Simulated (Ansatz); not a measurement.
I need the spin response to a magnetic field of LaS, space group Fm-3m. Use the Python package of Ansatz (0.2.0). Use (first run): PBEsol, PAW, the default cutoff (420 eV here), 8×8×8 k-points, Fermi-Dirac smearing of 0.15 eV, collinear spin, D3BJATM dispersion.

```cif
data_structure
_symmetry_space_group_name_H-M 'P 1'
_symmetry_Int_Tables_number 1
_cell_length_a 4.1394
_cell_length_b 4.1394
_cell_length_c 4.1394
_cell_angle_alpha 60.000
_cell_angle_beta 60.000
_cell_angle_gamma 60.000
_cell_volume 50.15
loop_
_atom_site_label
_atom_site_type_symbol
_atom_site_fract_x
_atom_site_fract_y
_atom_site_fract_z
_atom_site_occupancy
La1 La 0.00000 0.00000 0.00000 1
S1 S 0.50000 0.50000 0.50000 1
```

Script `zeeman_las.py`:
```python
"""Response of the spins of LaS to a Zeeman field."""

import warnings

import ansatz as az
import numpy as np

FUNCTIONAL = "pbesol"
DISPERSION = "d3bjatm"
SMEARING = "fermi_dirac"

warnings.simplefilter("ignore", az.DeckWarning)

xtal = (
    az.Lattice.fcc(5.854)
    .space_group(225)
    .atom("La", (0.0, 0.0, 0.0))
    .atom("S", (0.5, 0.0, 0.0))
    .primitive()
)

calculation = xtal.calculation()
calculation = calculation.functional(FUNCTIONAL, dispersion=DISPERSION)
calculation = calculation.pseudopotentials("paw")
calculation = calculation.kpoints(8, center="gamma")
calculation = calculation.occupations(SMEARING, width=150 * az.meV)
calculation = calculation.spin("collinear")
# the field acts on the spins alone; such large fields lift the response over the noise
rows = []
for tesla in [0, 250, 500]:
    summary = (calculation.magnetic_field(tesla) if tesla else calculation).run().report
    rows.append((tesla, summary["magnetization_mub"], summary["free_energy_ev"], summary["components"].get("e_zeeman", 0.0)))
print("         B (T)      moment muB            F eV  Zeeman term eV")
for row in rows:
    print(f"{str(row[0]):>14s}  {row[1]:14.4f}  {row[2]:14.5f}  {row[3]:14.5f}")
slope = np.polyfit([row[0] for row in rows], [row[1] for row in rows], 1)[0]
print(f"dM/dB = {1000 * slope:.4f} muB per 1000 T per cell")
```

```console
$ python zeeman_las.py
RunWarning: this spin-polarised run has no starting moment large enough to seed its density, so its SCF can try parallel moments of its own, which can die out, and starts no order whose moments cancel. Behind that start scf.lower_state_search: light tries no other order and makes no probe for moments, and off searches [...]
         B (T)      moment muB            F eV  Zeeman term eV
             0          0.0000     -7051.50061         0.00000
           250          0.0238     -7051.50078        -0.00034
           500          0.0475     -7051.50129        -0.00137
dM/dB = 0.0950 muB per 1000 T per cell
```
(Warnings from the package without file and line, shortened.)

What to keep in mind:
- Absolute energies stand on the zero of these potentials, so only differences at equal settings mean something. A total without «per atom» is that of the cell as typed.
- Dispersion corrections can be off by several per cent in the lattices of metals, and by several GPa in the pressure at a fixed cell.
- For a metal this k-point mesh is coarse: on a finer one energies can move by several to tens of meV an atom and pressures by half a GPa or more, differences at one mesh by less.
- A Fermi-Dirac width this large means warm electrons, whose thermal share enters the free energy.
- The starting cell is as deposited in a crystallographic database; the results hold for this polymorph, which needn't be the stable one.
- Orbital magnetism is left out. The response of a metal hangs strongly on mesh and smearing, and a straight-line fit holds only where the moment is linear in the field.
- The script silences the warnings on its input, which a real study should read.
- The whole script took 12 s on 1 thread of Arm Neoverse V1, with other jobs on the host, peak memory 0.4 GiB.
